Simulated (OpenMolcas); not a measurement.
# Ti²⁺ among point charges: CASSCF and CASPT2 levels and susceptibility, part 2 of 2

How does a field of 6 point charges split the states of Ti²⁺, and what χT follows?

OpenMolcas 26.06; ANO-RCC-VDZP, DKH2, active space 2 electrons in 5 orbitals (3d), orbitals: per spin and parity. Surroundings: 6 point charges of -1 e arranged as a trigonal prism (D3h), 1.97 Å from the ion, with a polar angle of 52.5° against the regular 49.1°.

### Step 6. CASPT2: IPEA 0.25, imaginary shift 0.1 (closed shells correlated: 3s 3p)

The input, a.inp:

```
>>> COPY JOB001 $Project.JobIph
&CASPT2
Multistate=10 1 2 3 4 5 6 7 8 9 10
NoMult
Frozen=5
IPEA=0.25
Imaginary=0.1
MaxIter=60
WThr=0.0 0.3 0.05
PrWF=0.5
NoMix
>>> COPY JOB002 $Project.JobIph
&CASPT2
Multistate=15 1 2 3 4 5 6 7 8 9 10 11 12 13 14 15
NoMult
Frozen=5
IPEA=0.25
Imaginary=0.1
MaxIter=60
WThr=0.0 0.3 0.05
PrWF=0.5
NoMix
```

Output:

```text
Orbital specifications:
      -----------------------

      Symmetry species                           1
                                                 a
      Frozen orbitals                            5
      Inactive orbitals                          4
      Active orbitals                            5
      Secondary orbitals                        20
      Deleted orbitals                           0
      Number of basis functions                 34
Type of calculation                        SS-CASPT2
      Fock operator                              state-specific
      IPEA shift                                 0.25
      Real shift                                 0.00
      Imaginary shift                            0.10
      The input orbitals will be transformed to quasi-canonical
Reference energy:        -855.3075653157
      E2 (Non-variational):      -0.2339230308
      Shift correction:          -0.0001778768
      E2 (Variational):          -0.2341009076
      Total energy:            -855.5416662233
      Residual norm:              0.0000003084
      Reference weight:           0.95257
      Contributions to the CASPT2 correlation energy
      Active & Virtual Only:         -0.0061602317
      One Inactive Excited:          -0.0758538582
      Two Inactive Excited:          -0.1519089410
Reference energy:        -855.3075653150
      E2 (Non-variational):      -0.2346402733
      Shift correction:          -0.0002050947
      E2 (Variational):          -0.2348453680
      Total energy:            -855.5424106831
      Residual norm:              0.0000003977
      Reference weight:           0.95188
      Contributions to the CASPT2 correlation energy
      Active & Virtual Only:         -0.0064832656
      One Inactive Excited:          -0.0762376322
      Two Inactive Excited:          -0.1519193755
::    CASPT2 Root  1     Total energy:   -855.54166622
::    CASPT2 Root  2     Total energy:   -855.54241068
::    CASPT2 Root  3     Total energy:   -855.52339488
::    CASPT2 Root  4     Total energy:   -855.52328137
::    CASPT2 Root  5     Total energy:   -855.52279560
::    CASPT2 Root  6     Total energy:   -855.52279785
::    CASPT2 Root  7     Total energy:   -855.52135604
::    CASPT2 Root  8     Total energy:   -855.47875467
::    CASPT2 Root  9     Total energy:   -855.47462053
::    CASPT2 Root 10     Total energy:   -855.47461833
Orbital specifications:
      -----------------------

      Symmetry species                           1
                                                 a
      Frozen orbitals                            5
      Inactive orbitals                          4
      Active orbitals                            5
      Secondary orbitals                        20
      Deleted orbitals                           0
      Number of basis functions                 34
Type of calculation                        SS-CASPT2
      Fock operator                              state-specific
      IPEA shift                                 0.25
      Real shift                                 0.00
      Imaginary shift                            0.10
      The input orbitals will be transformed to quasi-canonical
Reference energy:        -855.2603360774
      E2 (Non-variational):      -0.2482620892
      Shift correction:          -0.0004468654
      E2 (Variational):          -0.2487089546
      Total energy:            -855.5090450320
      Residual norm:              0.0000004011
      Reference weight:           0.93939
      Contributions to the CASPT2 correlation energy
      Active & Virtual Only:         -0.0150172883
      One Inactive Excited:          -0.0751879331
      Two Inactive Excited:          -0.1580568679
Reference energy:        -855.2521046366
      E2 (Non-variational):      -0.2483456435
      Shift correction:          -0.0007038825
      E2 (Variational):          -0.2490495260
      Total energy:            -855.5011541626
      Residual norm:              0.0000007647
      Reference weight:           0.94029
      Contributions to the CASPT2 correlation energy
      Active & Virtual Only:         -0.0155426424
      One Inactive Excited:          -0.0761453650
      Two Inactive Excited:          -0.1566576361
::    CASPT2 Root  1     Total energy:   -855.50904503
::    CASPT2 Root  2     Total energy:   -855.50115416
::    CASPT2 Root  3     Total energy:   -855.50110356
::    CASPT2 Root  4     Total energy:   -855.48955440
::    CASPT2 Root  5     Total energy:   -855.48952573
::    CASPT2 Root  6     Total energy:   -855.48501231
::    CASPT2 Root  7     Total energy:   -855.48490750
::    CASPT2 Root  8     Total energy:   -855.46756037
::    CASPT2 Root  9     Total energy:   -855.46127043
::    CASPT2 Root 10     Total energy:   -855.46031880
::    CASPT2 Root 11     Total energy:   -855.45607618
::    CASPT2 Root 12     Total energy:   -855.45620936
::    CASPT2 Root 13     Total energy:   -855.43698579
::    CASPT2 Root 14     Total energy:   -855.43711511
::    CASPT2 Root 15     Total energy:   -855.38299592
```

This run: 2.1 s of run time, 1 thread, shared host.

SS-CASPT2: lowest energy less the reference's lowest, -0.2345 hartree; reference weights 0.905 to 0.953.

States without spin-orbit coupling:

```
state  degeneracy  E (cm-1)  free-ion L (%)
   3E           2         0         F (100)
  3A1           1      4092         F (100)
  3A2           1      4117         F (100)
   3E           2      4223         F (100)
  3A2           1      4539          F (80)
  1A1           1      7241          D (93)
   1E           2      8979          D (78)
   1E           2     11522         D (100)
   1E           2     12527          G (99)
  3A2           1     13889          P (80)
   3E           2     14797         P (100)
  1A1           1     16346          G (89)
  1A1           1     17727         G (100)
  1A2           1     17935         G (100)
   1E           2     18852         G (100)
   1E           2     23042          G (79)
  1A1           1     34906          S (94)
```

With spin-orbit coupling:

```tsv
E (cm-1)	Degeneracy	Label	2S+1	g
0	2	E	3	0.00 0.00 0.15
110	2	E	3	0.00 0.00 3.85
220	2		3	0.00 0.00 7.85
4040	2	E	3	0.00 0.00 1.83
4190	1	A1	3	
4210	1	A2	3	
4240	1	A1	3	
4290	1	A2	3	
4290	2	E	3	0.00 0.00 2.15
4390	2	E	3	0.00 0.00 9.80
4400	2	E	3	0.00 0.00 5.87
4700	2	E	3	0.00 0.00 3.75
4730	1	A1	3	
7370	1	A1	1	
9090	2	E	1	0.00 0.00 3.62
11630	2	E	1	0.00 0.00 1.84
12640	2		1	0.00 0.00 7.41
14000	1	A1	3	
14010	2	E	3	0.00 0.00 3.99
14860	1	A2	3	
14860	1	A1	3	
14920	2	E	3	0.00 0.00 1.95
14970	2	E	3	0.00 0.00 5.94
16460	1	A1	1
```

Powder χT (cm³ K/mol): 0.01 at 2 K, 0.03 at 5 K, 0.06 at 10 K, 0.12 at 20 K, 0.31 at 50 K, 0.61 at 100 K, 0.82 at 150 K, 0.97 at 200 K, 1.07 at 250 K, 1.15 at 300 K.

### Step 7. The methods side by side

A. CASSCF
B. SS-CASPT2, IPEA 0.25, imaginary shift 0.1 (closed shells correlated: 3s 3p)

```
method  ground state  first state of that spin (cm-1)  first gap with spin-orbit (cm-1)  χT at 300 K
     A            3E                         3A1 4325                             107.5         1.15
     B            3E                         3A1 4092                             107.3         1.15
```

### Step 8. What came out

This closing draws on all 2 parts.

| quantity | value |
| --- | --- |
| method | SS-CASPT2, IPEA 0.25, imaginary shift 0.1 (closed shells correlated: 3s 3p) |
| spin-free ground state | 3E, 2-fold in its orbital part |
| first state of the same spin within the active space | 3A1 at 4090 cm⁻¹ |
| lowest level | 2-fold E, g = 0.00, 0.00, 0.15 |
| next level | 107.3 cm⁻¹ |
| χT at 300 K | 1.15 cm³ K/mol |
| effective moment at 300 K | 3.03 μB |

Cost by method:

```
                                              method  time of its own steps  time with the reference
                                           A. CASSCF                  5.4 s                    5.4 s
B. SS-CASPT2, IPEA 0.25, imaginary shift 0.1, +3s 3p                  2.1 s                    7.4 s
```

Times are of one thread on a shared host.

**Reading.** The spin-free ground state (3E) comes to 100 % from free-ion F terms and keeps the highest spin of the shell. χT at 300 K is 1.15, against 1.00 cm³ K/mol for the spin alone, so orbital moment adds to it. CASPT2 does not keep the components of a term degenerate, and the means are used. The field of point charges can differ much from that of real complexes. This is an electrostatic model: the charges have no orbitals.
